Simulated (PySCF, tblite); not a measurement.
# C₅H₈BCl: geometry, infrared bands and NMR shifts

Aim: predict the infrared bands and NMR shifts of C₅H₈BCl (`CB[C@@]12C[C@@H]1[C@@H]2Cl`).

Computed with tblite 0.8.0 and PySCF 2.14.0, with density-fitted response routines of our own, on a single molecule in the gas phase. Atoms are numbered from 0 throughout.

### 1 Starting geometry

15 atoms, charge 0, multiplicity 1; geometry from: force field or distance geometry start.

Bonds of the start (Å): C0–B1 1.60, B1–C2 1.61, C2–C3 1.53, C3–C4 1.51, C4–C5 1.51, C5–Cl6 1.77, C4–C2 1.55, C5–C2 1.52, C0–H7 1.11, C0–H8 1.11, C0–H9 1.10, B1–H10 1.17, C3–H11 1.12, C3–H12 1.10, C4–H13 1.12, C5–H14 1.11.

### 2 Relaxing the molecule with GFN2-xTB

The job: settings as JSON, then the geometry in Å.

```
{"job": {"kind": "relax", "xc": "GFN2-xTB", "basis": "xTB"}, "charge": 0, "multiplicity": 1}
C      2.251500    -0.162300    -0.218300
B      0.871900     0.646200    -0.106400
C     -0.411300    -0.060700     0.554400
C     -1.546700     0.920800     0.850600
C     -1.659700     0.040100    -0.365300
C     -0.910900    -1.262300    -0.235100
Cl    -1.778400    -2.443500     0.764500
H      2.561000    -0.508900     0.791000
H      2.115200    -1.033900    -0.889800
H      3.024200     0.504400    -0.627400
H      0.847800     1.780000    -0.411500
H     -2.217600     0.583500     1.684600
H     -1.384200     1.990900     0.644700
H     -1.412600     0.583500    -1.317300
H     -0.354600    -1.569700    -1.140500
```

Command:

```bash
$ OMP_NUM_THREADS=1 python probes_run.py task.json out
```

One launch serves the whole session: the jobs run in the order shown.

**Question.** This job is followed by: GFN2-xTB harmonic vibrations, gas phase; GIAO PBE0/pcSseg-1 NMR shielding, non-relativistic, gas phase. Predict these results of the whole session: strongest single infrared mode (GFN2-xTB); zero-point energy (GFN2-xTB); 13C shifts against TMS (PBE0/pcSseg-1); 1H shifts against TMS (PBE0/pcSseg-1, means over atoms taken as alike); 11B shifts against BF3·OEt2 (PBE0/pcSseg-1); 35Cl shifts against HCl (PBE0/pcSseg-1).

**Answer**, as computed:

| quantity | value |
| --- | --- |
| strongest single infrared mode (GFN2-xTB) | 2623 cm⁻¹, 148 km/mol |
| zero-point energy (GFN2-xTB) | 72.1 kcal/mol |
| 13C shifts against TMS (PBE0/pcSseg-1) | 68.4, 37.5, 37.0, 26.5, 14.2 ppm |
| 1H shifts against TMS (PBE0/pcSseg-1, means over atoms taken as alike) | 7.57, 4.51, 3.05, 2.43, 1.83, 1.05 ppm |
| 11B shifts against BF3·OEt2 (PBE0/pcSseg-1) | 81.7 ppm |
| 35Cl shifts against HCl (PBE0/pcSseg-1) | 81 ppm |

The optimisation took 84 steps and gained 1.792 eV; among the close pairs (by a distance rule), B1–C2 changed most, from 1.607 to 1.518 Å. All 39 modes are real, so the xTB geometry is a minimum. The strongest single mode, at 2623 cm⁻¹, moves mainly H10. GFN2-xTB is a fitted tight-binding method: band positions and strengths are rough. Its intensities can rank the bands wrongly. The most deshielded carbon is C5 (three-membered-ring carbon bearing a halogen), at 68.4 ppm: pulled downfield by the heteroatom. At PBE0/pcSseg-1: The widest tensor belongs to Cl6: span 420 ppm, with a paramagnetic part of -278 ppm.
